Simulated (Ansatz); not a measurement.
**triplet Si2H4ClF: levels of theory compared**

Aim: a comparison of 6 runs (U-r2SCAN/def2-SVP, U-wB97X/def2-SVP, UB2PLYP/def2-SVP, UBHLYP/def2-SVP, UHSE06/def2-SVP, UPBE-QIDH/def2-SVP) of triplet Si2H4ClF. 

Program for the calculation: Ansatz 0.2.0.

68 further runs of the same task are left out: 68 set aside as unsound or not needed. Runs told in other sessions of the task aren't counted.

## 1. The molecule

Si2H4ClF has 8 atoms, charge 0, and is taken as a triplet. As SMILES of the parent species, `F[SiH]([SiH3])Cl`. The coordinates come from a PBE0-D4/def2-TZVP relaxation. That shape belongs to the parent species and isn't relaxed for this state.

Bond lengths: F1–Si2 1.597 Å, Si2–Si3 2.339 Å, Si2–Cl4 2.049 Å, Si2–H5 1.481 Å, Si3–H6 1.487 Å, Si3–H7 1.486 Å, Si3–H8 1.485 Å. Some angles: F1–Si2–Si3 109.8°, F1–Si2–Cl4 107.9°, Si3–Si2–Cl4 109.0°, F1–Si2–H5 107.2°, Si3–Si2–H5 115.4°, Cl4–Si2–H5 107.3°, Si2–Si3–H6 110.0°, Si2–Si3–H7 108.3°, Si2–Si3–H8 109.2°, H6–Si3–H7 109.5°.

## 2. A single-point energy at U-r2SCAN/def2-SVP (run 1)

File run.yaml:

```yaml
basis:
  gaussian:
    orbitals: def2-SVP
crystal:
  periodic: [false, false, false]
  atoms:
    - {symbol: F, position_ang: [-1.329000, 1.796800, 0.161200]}
    - {symbol: Si, position_ang: [-0.382900, 0.812800, -0.667700]}
    - {symbol: Si, position_ang: [0.539000, -0.793000, 0.761300]}
    - {symbol: Cl, position_ang: [-1.534100, -0.130100, -2.075900]}
    - {symbol: H, position_ang: [0.596600, 1.655400, -1.392300]}
    - {symbol: H, position_ang: [1.355700, -0.131100, 1.812300]}
    - {symbol: H, position_ang: [1.403500, -1.693800, -0.044400]}
    - {symbol: H, position_ang: [-0.556600, -1.574100, 1.389600]}
magnetization:
  spin_polarized: true
  initial_magnetization: 2
hamiltonian:
  xc: {name: r2SCAN}
accuracy: high
output:
  orbitals: {seedname: orbitals}
```

On the command line:

```sh
$ ansatz run run.yaml --threads 1 --pin off --max-ram 3480MiB --events-out events.jsonl --progress --plain --runs-dir runs
```

What it wrote:

```text
Warning: RAYON_NUM_THREADS=1 ignored (pool sized by the plan → 1); use --threads N
Functional definition: r2SCAN
  name "r2SCAN"
  parameter k0 = 0.174
  parameter k1 = 0.065
  parameter a1 = 4.9479
  exchange = r2scan_x(k0 = k0, k1 = k1, a1 = a1)
  correlation = r2scan_c
1801 factors; integrals over basis functions are off by at most 5.2e-9 eV
mean field evaluation 1: about -31039.0873 eV, gradient 2.4e1 eV
mean field evaluation 2: about -31024.1619 eV, gradient 6.7e1 eV
mean field evaluation 4: about -31042.0368 eV, gradient 6.5e0 eV
mean field evaluation 8: about -31042.3608 eV, gradient 3.6e-1 eV
mean field evaluation 16: about -31042.3618 eV, gradient 1.2e-3 eV
mean field evaluation 32: about -31042.3618 eV, gradient 9.5e-8 eV
mean field evaluation 64: about -31041.4149 eV, gradient 2.6e0 eV
mean field -31042.36184754 eV, -1140.7857566285 hartree, gradient 9.5e-8 eV, S^2 2.004833; 6 other end points of the search recorded, 0 dependent functions left out
reference -31042.36184949 eV, -1140.7857567001 hartree; 30, 28 occupied and 58, 60 virtual orbitals, 1801 factors
Total energy: -31042.36184949 eV, -1140.7857567001 hartree
```

It took 43 s on 1 thread of Intel Xeon Platinum 8259CL at 2.50GHz (Skylake/Cascade Lake), shared host; peak memory 0.46 GiB.

## 3. A single-point energy at U-wB97X/def2-SVP (run 2)

File input.yaml:

```yaml
crystal:
  periodic: [false, false, false]
  atoms:
    - {symbol: F, position_ang: [-1.329000, 1.796800, 0.161200]}
    - {symbol: Si, position_ang: [-0.382900, 0.812800, -0.667700]}
    - {symbol: Si, position_ang: [0.539000, -0.793000, 0.761300]}
    - {symbol: Cl, position_ang: [-1.534100, -0.130100, -2.075900]}
    - {symbol: H, position_ang: [0.596600, 1.655400, -1.392300]}
    - {symbol: H, position_ang: [1.355700, -0.131100, 1.812300]}
    - {symbol: H, position_ang: [1.403500, -1.693800, -0.044400]}
    - {symbol: H, position_ang: [-0.556600, -1.574100, 1.389600]}
basis:
  gaussian: {orbitals: def2-SVP}
magnetization: {spin_polarized: true, initial_magnetization: 2}
accuracy: high
output: {orbitals: {seedname: orbitals}}
hamiltonian: {xc: {name: wB97X}}
```

On the command line:

```sh
$ ansatz run input.yaml --threads 1 --pin off --max-ram 3480MiB --events-out events.jsonl --progress --plain --runs-dir runs
```

What it wrote, shortened:

```text
Warning: RAYON_NUM_THREADS=1 ignored (pool sized by the plan → 1); use --threads N
Functional definition: wB97X
  name "wB97X"
[...]
      + exact_x_lr(omega)
[...]
      + integral(e_c_pw_opposite_spin*poly(b97_u_opposite, 1, cos1, cos2, cos3, cos4))
1801 factors; integrals over basis functions are off by at most 5.2e-9 eV
384 factors; integrals over basis functions are off by at most 2.1e-9 eV
[...]
mean field -31044.31142400 eV, -1140.8574022419 hartree, gradient 9.9e-8 eV, S^2 2.004330; 4 other end points of the search recorded, 0 dependent functions left out
reference -31044.31142143 eV, -1140.8574021473 hartree; 30, 28 occupied and 58, 60 virtual orbitals, 1801 factors
Total energy: -31044.31142143 eV, -1140.8574021473 hartree
```

Run time: 2.5 min. Hardware: 1 thread of Intel Xeon Platinum 8259CL at 2.50GHz (Skylake/Cascade Lake), shared host; peak memory 0.94 GiB.

Runs 3 to 5 aren't shown in full; the table further down has their settings and results.

## 4. A single-point energy at UPBE-QIDH/def2-SVP (run 6)

File in.yaml:

```yaml
crystal:
  periodic: [false, false, false]
  atoms:
    - {symbol: F, position_ang: [-1.329000, 1.796800, 0.161200]}
    - {symbol: Si, position_ang: [-0.382900, 0.812800, -0.667700]}
    - {symbol: Si, position_ang: [0.539000, -0.793000, 0.761300]}
    - {symbol: Cl, position_ang: [-1.534100, -0.130100, -2.075900]}
    - {symbol: H, position_ang: [0.596600, 1.655400, -1.392300]}
    - {symbol: H, position_ang: [1.355700, -0.131100, 1.812300]}
    - {symbol: H, position_ang: [1.403500, -1.693800, -0.044400]}
    - {symbol: H, position_ang: [-0.556600, -1.574100, 1.389600]}
basis:
  gaussian:
    orbitals: def2-SVP
output: {orbitals: {seedname: orbitals}}
correlation:
  frozen_orbitals: {Cl: 5, F: 1, H: 0, Si: 5}
accuracy: high
hamiltonian:
  xc: {name: PBE-QIDH}
magnetization:
  spin_polarized: true
  initial_magnetization: 2
```

On the command line:

```sh
$ ansatz run in.yaml --threads 1 --pin off --max-ram 3480MiB --events-out events.jsonl --progress --plain --runs-dir runs
```

What it wrote, shortened:

```text
Warning: RAYON_NUM_THREADS=1 ignored (pool sized by the plan → 1); use --threads N
Functional definition: PBE-QIDH
  name "PBE-QIDH"
[...]
1801 factors; integrals over basis functions are off by at most 5.2e-9 eV
[...]
mean field -31017.56532800 eV, -1139.8745013431 hartree, gradient 6.3e-8 eV, S^2 2.007177; 4 other end points of the search recorded, 0 dependent functions left out
16 core orbitals not correlated: weight in the atoms' cores, before any rotation towards them, 1.000 or more for the frozen orbitals, at most 0.000 for the correlated occupied ones
reference -31017.56532902 eV, -1139.8745013805 hartree; 14, 12 occupied and 58, 60 virtual orbitals, 1801 factors
second order -15.85749757 eV of doubles, -0.00000000 eV of singles
Total energy: -31022.85116154 eV, -1140.0687521429 hartree
```

It took 40 s on 1 thread of Intel Xeon Platinum 8259CL at 2.50GHz (Skylake/Cascade Lake), shared host; peak memory 0.46 GiB.

## 5. The series

```
run               level  frozen core orbitals   energy (Eh)  HOMO energy (eV)   ⟨S²⟩  wall time
  1   U-r2SCAN/def2-SVP                     –  -1140.785757             -1.99  2.005       43 s
  2    U-wB97X/def2-SVP                     –  -1140.857402             -4.50  2.004    2.5 min
  3    UB2PLYP/def2-SVP                    16  -1140.408345             -3.22  2.006       34 s
  4     UBHLYP/def2-SVP                     –  -1140.850162             -3.23  2.006       36 s
  5     UHSE06/def2-SVP                     –  -1140.385147             -2.25  2.004       35 s
  6  UPBE-QIDH/def2-SVP                    16  -1140.068752             -4.03  2.007       40 s
```

## 6. Outcome

| quantity | value |
| --- | --- |
| run 6: total energy | -1140.06875 Eh |
| run 6: HOMO energy (SCF part's orbitals) (highest over α and β) | -4.03 eV |
| run 6: ⟨S²⟩ | 2.007 |

In words: Totals of different functionals can't be ranked against each other. All runs together took 5.7 min, the longest 2.5 min.
